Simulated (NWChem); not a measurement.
**One shape, several levels: triplet Si2H4ClF**

Wanted: a comparison of 6 runs (UHF/STO-3G, UHF/3-21G, UB3LYP/6-31G*, UB3LYP/def2-SVP, UPBE0/def2-SVP, UMP2/def2-SVP) of triplet Si2H4ClF. 

The results are computed with NWChem 7.3.0.

5 further runs of the same task are left out: 2 that didn't finish, 3 set aside as unsound or not needed. Runs told in other sessions of the task aren't counted.

### 1 The system as given

Si2H4ClF: 8 atoms, total charge 0, spin state triplet. As SMILES of the parent species, `F[SiH]([SiH3])Cl`. The shape is that of a PBE0-D4/def2-TZVP optimisation. That shape belongs to the parent species and isn't relaxed for this state.

Bond lengths: F1–Si2 1.597 Å, Si2–Si3 2.339 Å, Si2–Cl4 2.049 Å, Si2–H5 1.481 Å, Si3–H6 1.487 Å, Si3–H7 1.486 Å, Si3–H8 1.485 Å. Some angles: F1–Si2–Si3 109.8°, F1–Si2–Cl4 107.9°, Si3–Si2–Cl4 109.0°, F1–Si2–H5 107.2°, Si3–Si2–H5 115.4°, Cl4–Si2–H5 107.3°, Si2–Si3–H6 110.0°, Si2–Si3–H7 108.3°, Si2–Si3–H8 109.2°, H6–Si3–H7 109.5°.

### 2 A single-point energy at UHF/STO-3G (run 1)

mol.nw reads:

```
echo
start mol
title "ClFH4Si2"
memory total 2200 mb

geometry units angstroms noautosym nocenter noautoz
F     -1.329000     1.796800     0.161200
Si    -0.382900     0.812800    -0.667700
Si     0.539000    -0.793000     0.761300
Cl    -1.534100    -0.130100    -2.075900
H      0.596600     1.655400    -1.392300
H      1.355700    -0.131100     1.812300
H      1.403500    -1.693800    -0.044400
H     -0.556600    -1.574100     1.389600
end

basis spherical bse
F library STO-3G
Si library STO-3G
Cl library STO-3G
H library STO-3G
end

scf
triplet
uhf
thresh 1e-08
maxiter 80
end

task scf
```

Run with:

```bash
nwchem mol.nw > mol.out
```

What it wrote:

```text
[...]
  functions       =    36
[...]
  wavefunction    = UHF
[...]
         Total SCF energy =  -1125.912238469600
      One electron energy =  -2118.934641572411
      Two electron energy =    716.817389600856
 Nuclear repulsion energy =    276.205013501955
                       Sz =      1.0000
                 Sz(Sz+1) =      2.0000
                      S^2 =      2.0081
[...]
```

Wall time 5.1 s (1 thread of Intel Xeon Platinum 8488C (Sapphire Rapids), shared host); peak memory 0.1 GiB.

### 3 A single-point energy at UHF/3-21G (run 2)

input.xyz reads:

```xyz
8
ClFH4Si2 hf
F     -1.329000     1.796800     0.161200
Si    -0.382900     0.812800    -0.667700
Si     0.539000    -0.793000     0.761300
Cl    -1.534100    -0.130100    -2.075900
H      0.596600     1.655400    -1.392300
H      1.355700    -0.131100     1.812300
H      1.403500    -1.693800    -0.044400
H     -0.556600    -1.574100     1.389600
```

run.py reads:

```python
from ase.io import read
from ase.calculators.nwchem import NWChem

system = read('input.xyz')

calc = NWChem(
    label='input',
    theory='scf',
    memory='2200 mb',
    basis='3-21G',
    basispar='spherical bse',
    scf={'nopen': '2', 'uhf': None, 'thresh': '1e-08', 'maxiter': '80'},
    task='energy',
)
system.calc = calc

e = system.get_potential_energy()
print(f"E = {e:.6f} eV")
```

Run with:

```bash
export ASE_NWCHEM_COMMAND="nwchem PREFIX.nwi > PREFIX.nwo"
python run.py
```

What it wrote:

```text
E = -30833.998560 eV
```

The calculator wrote input.nwi:

```
title "input"

permanent_dir input

scratch_dir input

start input

geometry units angstrom nocenter noautosym noautoz
  F  -1.3290000000000000e+00 1.7968000000000000e+00 1.6120000000000001e-01
  Si -3.8290000000000002e-01 8.1279999999999997e-01 -6.6769999999999996e-01
  Si 5.3900000000000003e-01 -7.9300000000000004e-01 7.6129999999999998e-01
  Cl -1.5341000000000000e+00 -1.3009999999999999e-01 -2.0758999999999999e+00
  H  5.9660000000000002e-01 1.6554000000000000e+00 -1.3923000000000001e+00
  H  1.3556999999999999e+00 -1.3109999999999999e-01 1.8123000000000000e+00
  H  1.4035000000000000e+00 -1.6938000000000000e+00 -4.4400000000000002e-02
  H  -5.5659999999999998e-01 -1.5741000000000001e+00 1.3895999999999999e+00
end

memory 2200 mb

basis spherical bse noprint
   * library 3-21G
end

scf
  nopen 2
  uhf
  thresh 1e-08
  maxiter 80
end

task scf energy
```

input.nwo:

```text
Northwest Computational Chemistry Package (NWChem) 7.3.0
             --------------------------------------------------------

           Job information
           ---------------

    nwchem branch   = 7.3.0
    use scalapack   = T
    input           = input.nwi
    prefix          = input.
    data base       = input/input.db
    status          = startup
    nproc           =        1

           Memory information
           ------------------

    heap     =     72089598 doubles =      550.0 Mbytes
    stack    =     72089595 doubles =      550.0 Mbytes
    global   =    144179200 doubles =     1100.0 Mbytes (distinct from heap & stack)
    total    =    288358393 doubles =     2200.0 Mbytes
    verify   = yes
    hardfail = no

           Directory information
           ---------------------

  0 permanent = input
  0 scratch   = input

                                NWChem Input Module
                                -------------------

                                       input
                                       -----

[... 126 lines left out ...]
 Convergence threshold     :          1.000E-08
[... 15 lines left out ...]
       Final UHF  results
[... 3 lines left out ...]
      One electron energy =  -2121.290238126604
[... 1 line left out ...]
 Nuclear repulsion energy =    276.205013501955
[... 52 lines left out ...]
          Final beta eigenvalues
[... 250 lines left out ...]
                     UHF Final Beta Molecular Orbital Analysis
[... 234 lines left out ...]
    Atom       Charge   Shell Charges
 -----------   ------   -------------------------------------------------------
    1 F    9     4.71   0.99  0.22  1.21  0.77  1.51
    2 Si  14     6.18   1.00  0.99  2.93  0.35  0.56  0.18  0.18
    3 Si  14     6.44   1.00  0.99  2.93  0.34  0.65  0.33  0.21
[... 4 lines of this table left out ...]
    8 H    1     0.55   0.20  0.35

   Mulliken analysis of the spin density
   -------------------------------------

    Atom       Charge   Shell Charges
 -----------   ------   -------------------------------------------------------
    1 F    9     0.04   0.00  0.00  0.03 -0.00  0.01
    2 Si  14     0.75   0.00  0.00  0.01  0.07  0.34  0.03  0.30
    3 Si  14     0.74   0.00  0.00  0.01  0.03  0.30  0.02  0.38
[... 4 lines of this table left out ...]
    8 H    1    -0.01  -0.00 -0.01

       Multipole analysis of the density wrt the origin
       ------------------------------------------------

     L   x y z        total         alpha         beta         nuclear
     -   - - -        -----         -----         ----         -------
     0   0 0 0     -0.000000    -30.000000    -28.000000     58.000000

     1   1 0 0      0.993850     31.689469     31.771351    -62.466971
[... 8 lines of this table left out ...]
     2   0 0 2    -41.016849   -197.213855   -183.070197    339.267203

 Task  times  cpu:        6.7s     wall:        6.7s
 Total times  cpu:        6.7s     wall:        6.7s
```

Wall time 7.8 s (1 thread of Intel Xeon Platinum 8488C (Sapphire Rapids), shared host); peak memory 0.099 GiB.

Runs 3 to 5 aren't shown in full; the table further down has their settings and results.

### 4 The energy at UMP2/def2-SVP (run 6)

clfh4si2.xyz reads:

```xyz
8

F     -1.329000     1.796800     0.161200
Si    -0.382900     0.812800    -0.667700
Si     0.539000    -0.793000     0.761300
Cl    -1.534100    -0.130100    -2.075900
H      0.596600     1.655400    -1.392300
H      1.355700    -0.131100     1.812300
H      1.403500    -1.693800    -0.044400
H     -0.556600    -1.574100     1.389600
```

run.py reads:

```python
from ase.io import read
from ase.calculators.nwchem import NWChem

molecule = read('clfh4si2.xyz')

calc = NWChem(
    label='clfh4si2',
    theory='mp2',
    memory='2200 mb',
    basis='def2-SVP',
    basispar='spherical bse',
    scf={'nopen': '2', 'uhf': None, 'thresh': '1e-08', 'maxiter': '80'},
    mp2={'freeze': 'core 16', 'tight': None},
    task='energy',
)
molecule.calc = calc

e = molecule.get_potential_energy()
print(f"E = {e:.6f} eV")
```

Run with:

```bash
export ASE_NWCHEM_COMMAND="nwchem PREFIX.nwi > PREFIX.nwo"
python run.py
```

What it wrote:

```text
E = -30996.405689 eV
```

The calculator wrote clfh4si2.nwi:

```
title "clfh4si2"

permanent_dir clfh4si2

scratch_dir clfh4si2

start clfh4si2

geometry units angstrom nocenter noautosym noautoz
  F  -1.3290000000000000e+00 1.7968000000000000e+00 1.6120000000000001e-01
  Si -3.8290000000000002e-01 8.1279999999999997e-01 -6.6769999999999996e-01
  Si 5.3900000000000003e-01 -7.9300000000000004e-01 7.6129999999999998e-01
  Cl -1.5341000000000000e+00 -1.3009999999999999e-01 -2.0758999999999999e+00
  H  5.9660000000000002e-01 1.6554000000000000e+00 -1.3923000000000001e+00
  H  1.3556999999999999e+00 -1.3109999999999999e-01 1.8123000000000000e+00
  H  1.4035000000000000e+00 -1.6938000000000000e+00 -4.4400000000000002e-02
  H  -5.5659999999999998e-01 -1.5741000000000001e+00 1.3895999999999999e+00
end

memory 2200 mb

basis spherical bse noprint
   * library def2-SVP
end

scf
  nopen 2
  uhf
  thresh 1e-08
  maxiter 80
end
mp2
  freeze core 16
  tight
end

task mp2 energy
```

clfh4si2.nwo:

```text
Northwest Computational Chemistry Package (NWChem) 7.3.0
             --------------------------------------------------------

           Job information
           ---------------

    nwchem branch   = 7.3.0
    use scalapack   = T
    input           = clfh4si2.nwi
    prefix          = clfh4si2.
    data base       = clfh4si2/clfh4si2.db
    status          = startup
    nproc           =        1

           Memory information
           ------------------

    heap     =     72089596 doubles =      550.0 Mbytes
    stack    =     72089601 doubles =      550.0 Mbytes
    global   =    144179200 doubles =     1100.0 Mbytes (distinct from heap & stack)
    total    =    288358397 doubles =     2200.0 Mbytes
    verify   = yes
    hardfail = no

           Directory information
           ---------------------

  0 permanent = clfh4si2
  0 scratch   = clfh4si2

                                NWChem Input Module
                                -------------------

                                     clfh4si2
                                     --------

[... 126 lines left out ...]
 Convergence threshold     :          1.000E-08
[... 12 lines left out ...]
  ga_iter_lsolve: convergence stagnant ... aborting solve
[... 4 lines left out ...]
       Final UHF  results
[... 3 lines left out ...]
      One electron energy =  -2127.811308148842
[... 1 line left out ...]
 Nuclear repulsion energy =    276.205013501955
[... 52 lines left out ...]
          Final beta eigenvalues
[... 255 lines left out ...]
                     UHF Final Beta Molecular Orbital Analysis
[... 313 lines left out ...]
 Semi-direct pass number   1 of   1  for UHF beta        at       29.8s
 Done moints_semi at       31.4s
 Done maket at       31.5s
 Done multipass loop at       31.5s

          -------------------------------------------
          SCF energy               -1138.587950081532
          Correlation energy          -0.508958153305
          Singlet pairs                0.000000000000
          Triplet pairs                0.000000000000
          Total MP2 energy         -1139.096908234837
          -------------------------------------------

          ---------------------------------------------------
                    Spin Component Scaled (SCS) MP2
          Same spin pairs                     -0.123977475998
          Same spin scaling factor             0.333333333333
          Opposite spin pairs                 -0.384980677307
          Opposite spin scaling fact.          1.200000000000
          SCS-MP2 correlation energy          -0.503302638101
          Total SCS-MP2 energy             -1139.091252719633
          ---------------------------------------------------

 -----------------------
 Task  times  cpu:       31.4s     wall:       31.4s
 Total times  cpu:       31.5s     wall:       31.5s
```

Wall time 33 s (1 thread of Intel Xeon Platinum 8488C (Sapphire Rapids), shared host); peak memory 0.21 GiB.

### 5 The series

| run | level | Cartesian functions | iteration cap | energy (Eh) | dipole moment (D) of the reference | HOMO energy (eV) | ⟨S²⟩ | wall time |
| --- | --- | --- | --- | --- | --- | --- | --- | --- |
| 1 | UHF/STO-3G | no | 80 | -1125.912238 | 3.21 | -0.59 | 2.008 | 5.1 s |
| 2 | UHF/3-21G | no | 80 | -1133.128556 | 2.94 | -4.18 | 2.009 | 7.8 s |
| 3 | UB3LYP/6-31G* (Cartesian functions) | yes | 100 | -1141.308805 | 1.82 | -2.30 | 2.003 | 77 s |
| 4 | UB3LYP/def2-SVP | no | 100 | -1140.954233 | 1.36 | -2.29 | 2.003 | 80 s |
| 5 | UPBE0/def2-SVP | no | 100 | -1140.409730 | 1.48 | -2.64 | 2.004 | 77 s |
| 6 | UMP2/def2-SVP | no | 80 | -1139.096908 | – | -4.68 | 2.009 | 33 s |

### 6 Summary of results

```
                                                         quantity           value
                                              run 6: total energy  -1139.09691 Eh
run 6: HOMO energy (Hartree–Fock orbitals) (highest over α and β)        -4.68 eV
 run 6: LUMO energy (Hartree–Fock orbitals) (lowest over α and β)        -2.73 eV
              run 6: correlation energy (16 core orbitals frozen)      -509.0 mEh
                         run 6: ⟨S²⟩ of the reference determinant           2.009
```

What this shows: Over runs 1, 2, 3, 4, 5 the dipole moment (its size) runs from 1.36 D (UB3LYP/def2-SVP) to 3.21 D (UHF/STO-3G). The two ends differ in method and basis. Totals of different functionals can't be ranked against each other. In run 1 the basis is minimal, so the values are rough. All runs together took 4.6 min, the longest 80 s.
